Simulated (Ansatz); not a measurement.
# Li3LaBi2: the cost of one run

Computed with Ansatz 0.2.0 (DFT r2SCAN, scalar-relativistic, plane waves, PAW, unless a step's input says otherwise).

### 1 The structure to begin with

Symmetry: P-3m1, No. 164, trigonal system. The conventional cell has a = 4.701 Å, b = 4.701 Å, c = 7.543 Å, α = 90.00°, β = 90.00°, γ = 120.00°. Li (site symmetry 3m) has 4 Bi at 2.81 to 2.94 Å and 3 Li at 2.93 Å as nearest neighbours. Li (site symmetry -3m) has 6 Li at 2.93 Å and 6 Bi at 3.28 Å as nearest neighbours. Around La (site symmetry -3m) lie 6 Bi at 3.33 Å and 8 Li at 3.77 to 3.81 Å. Bi (site symmetry 3m) is surrounded by 4 Li at 2.81 to 2.94 Å.

Structure file:

```cif
data_structure
_symmetry_space_group_name_H-M 'P 1'
_symmetry_Int_Tables_number 1
_cell_length_a 4.7010
_cell_length_b 4.7010
_cell_length_c 7.5431
_cell_angle_alpha 90.000
_cell_angle_beta 90.000
_cell_angle_gamma 120.000
_cell_volume 144.36
loop_
_atom_site_label
_atom_site_type_symbol
_atom_site_fract_x
_atom_site_fract_y
_atom_site_fract_z
_atom_site_occupancy
Li1 Li 0.33333 0.66667 0.64600 1
Li2 Li 0.66667 0.33333 0.35400 1
Li3 Li 0.00000 0.00000 0.50000 1
La1 La 0.00000 0.00000 0.00000 1
Bi1 Bi 0.33333 0.66667 0.25575 1
Bi2 Bi 0.66667 0.33333 0.74425 1
```

The structure comes from the Crystallography Open Database.

### 2 The base run

input.yaml

```yaml
crystal:
  lattice:
    - [4.701, 0.0, 0.0]
    - [-2.3505, 4.0711854232, 0.0]
    - [0.0, 0.0, 7.5431]
  atoms:
    - { symbol: Li, position: [0.3333333333, 0.6666666667, 0.646] }
    - { symbol: Li, position: [0.6666666667, 0.3333333333, 0.354] }
    - { symbol: Li, position: [0.0, 0.0, 0.5] }
    - { symbol: La, position: [0.0, 0.0, 0.0] }
    - { symbol: Bi, position: [0.3333333333, 0.6666666667, 0.25575] }
    - { symbol: Bi, position: [0.6666666667, 0.3333333333, 0.74425] }
basis:
  ecutwfc: 500
  fft_grid_basis: typed
kpoints:
  mp_grid: { grid: [9, 9, 6] }
hamiltonian:
  xc: r2scan
  pseudopotentials: { kind: paw }
scf:
  occupations: { method: gaussian, width: 0.05 }
output:
  forces: true
  stress: true
  eigenvalues: true
  bader: true
  write_density: true
  volumetric_format: npy
  elf: true
```

Command:

```sh
> ansatz run input.yaml --threads 2 --pin off --max-ram 4096MiB --backend cpu --events-out ev --progress --plain --runs-dir out
```

Q: Estimate wall time and peak memory on 2 threads of Arm Neoverse N1, shared host.

About 72 s, with a peak of 0.9 GiB.
